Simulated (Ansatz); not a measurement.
# BrH2Si: the cost of one run

The runs use Ansatz 0.2.0, Gaussian basis; cc-pVTZ, correlated electrons: outside noble gas.

To be run: UHF; CCSD(T) on ROHF; CCSD(T) on UHF; BCCD(T) on ROHF; CCSDT(Q) on ROHF; CCSDT(Q) on UHF; CASSCF and NEVPT2, 3 electrons in 3 orbitals; CASSCF and NEVPT2, 13 electrons in 10 orbitals.

## 1. The system

The geometry derives from fragments relaxed apart (PBE0/def2-TZVP) and kept rigid, so it is no stationary point. A hydrogen atom is moved between rigid fragments. No spin-orbit coupling is included. The filled d shell of Br may be among the frozen orbitals whatever the setting's name suggests; the logs give the count.

4 atoms, charge 0, spin multiplicity 2.

Atoms are counted from 1 here; the program's logs count them from 0.

Bond lengths: Br1–H2 1.470 Å, Si3–H4 1.532 Å.

In the tables R marks a restricted open-shell determinant and U an unrestricted one; 'pair' is the active space of 3 electrons in 3 orbitals; 'valence' is the active space of 13 electrons in 10 orbitals; correlation energies count from the lowest restricted Hartree-Fock solution.

## 2. UHF

File in.yaml:

```yaml
crystal:
  periodic: [false, false, false]
  atoms:
    - {symbol: Br, position_ang: [-2.070109, 0.369878, 0.000000]}
    - {symbol: H, position_ang: [-0.600109, 0.369878, 0.000000]}
    - {symbol: Si, position_ang: [1.136891, 0.369878, 0.000000]}
    - {symbol: H, position_ang: [1.533326, -1.109635, 0.000000]}
basis:
  gaussian: {orbitals: cc-pVTZ}
magnetization: {spin_polarized: true, initial_magnetization: 1}
hamiltonian: {xc: hf}
output: {orbitals: {seedname: orbitals}}
```

On the command line:

```sh
> ansatz run in.yaml --threads 1 --pin off --events-out ev --progress --plain --max-ram 2816MiB --backend cpu
```

**Question.** How long does this run take on 1 thread of AMD EPYC 7R13, shared host, and how much memory does it need?

About 14 s, with a peak of 0.35 GiB.
